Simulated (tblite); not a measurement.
# C5H10O2S2Si: the cost of one run

The runs use tblite 0.8.0 and PySCF 2.14.0, with density-fitted response routines of our own; the level of theory stands in each step. All values are computed, except where a source is named. Atoms are numbered from 0 throughout.

### Step 1. Starting geometry

20 atoms, charge 0, multiplicity 1; geometry from: force field or distance geometry start.

Bonds of the start (Å): C0–S1 1.82, S1–O2 1.51, S1–C3 1.79, C3–C4 1.35, C4–Si5 1.83, Si5–O6 1.68, O6–C7 1.43, C7–C8 1.53, C8–S9 1.82, S9–Si5 2.15, C0–H10 1.09, C0–H11 1.09, C0–H12 1.10, C3–H13 1.09, C4–H14 1.08, Si5–H15 1.47, C7–H16 1.10, C7–H17 1.11, C8–H18 1.10, C8–H19 1.09.

### Step 2. Relaxing the molecule with GFN2-xTB

What the job is given:

```
{"job": {"kind": "relax", "xc": "GFN2-xTB", "basis": "xTB"}, "charge": 0, "multiplicity": 1}
C      3.834100     0.653900    -1.026700
S      2.113100     0.066600    -1.093100
O      2.170300    -1.423900    -1.305700
C      1.737500     0.276200     0.647100
C      0.612800    -0.218800     1.214100
Si    -0.779000    -1.143800     0.471500
O     -1.512800    -0.337200    -0.800500
C     -2.938500    -0.350900    -0.706100
C     -3.394000    -0.020400     0.713600
S     -2.429200    -1.062400     1.854500
H      4.261100     0.547500    -2.022400
H      4.400400     0.063600    -0.308900
H      3.831200     1.712700    -0.729700
H      2.429500     0.806100     1.300800
H      0.467000    -0.043500     2.271900
H     -0.506500    -2.557900     0.160000
H     -3.333000     0.393000    -1.409500
H     -3.324200    -1.339900    -1.036300
H     -3.180100     1.033900     0.950200
H     -4.465000    -0.190000     0.852200
```

Command:

```
$ OMP_NUM_THREADS=1 python probes_run.py task.json out
```

This one command runs all jobs of the session in turn.

**Question.** How long does this first job take on 1 thread of Arm Neoverse N1, shared host, and how much memory does it need?

About 3.6 s, with a peak of 0.18 GiB.
